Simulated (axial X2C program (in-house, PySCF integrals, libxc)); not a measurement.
# A two-component session on GaH⁺: EOM-EA-CCSD levels

Wanted for GaH⁺: EOM-EA-CCSD levels, at the two-component level.

Method: two-component X2C with atomic mean-field terms, Ga dyall-acv3z, H dyall-av3z; program: an in-house X2C program for linear molecules on PySCF integrals.

All values are calculated.

## 1. The job

File task.json:

```json
{"zs": [31, 1], "q": 1, "bas": ["dyall-acv3z", "dyall-av3z"], "r0": 1.56, "eom": "ea", "thr": -2.0, "nmax": 92, "grid": [1, 0.96, 1.045, 0.92, 1.09, 1.15]}
```

Keys: zs atomic numbers; q charge; bas basis sets; r0 starting distance in Å; eom kind of EOM run; thr threshold in hartree for freezing inner shells (an s shell follows its p shell); nmax most natural virtual spinors; grid distances as factors.

Started as:

```
$ python soeom.py task.json out
```

After this run come: EOM-EA-CCSD at 1.674 Å.

Before running it: what results should come out? Wanted: next root led by one particle; T1 of the reference; lowest state, Re and ωe.

The runs gave:

| quantity | value |
| --- | --- |
| lowest root at 1.674 Å | Ω = 1/2, 17.274 eV |
| next root led by one particle | Ω = 1/2, about 31510 cm⁻¹ higher |
| T1 of the reference | 0.019 |
| lowest state, Re and ωe | 1.615 Å, 1533 cm⁻¹ |

The added electron is bound by 17.27 eV in a spinor of 43% Ga pσ, 27% Ga sσ, 22% H sσ. Errors of 0.1 to 0.3 eV are usual at this size, and roots led by higher excitations are left out, so the list is incomplete, and low states of that kind can be missing. T1 or the largest double amplitude of the reference is raised, which lowers the reliability. The bond is 0.037 Å shorter than in the closed-shell reference at CCSD (1.652 Å).
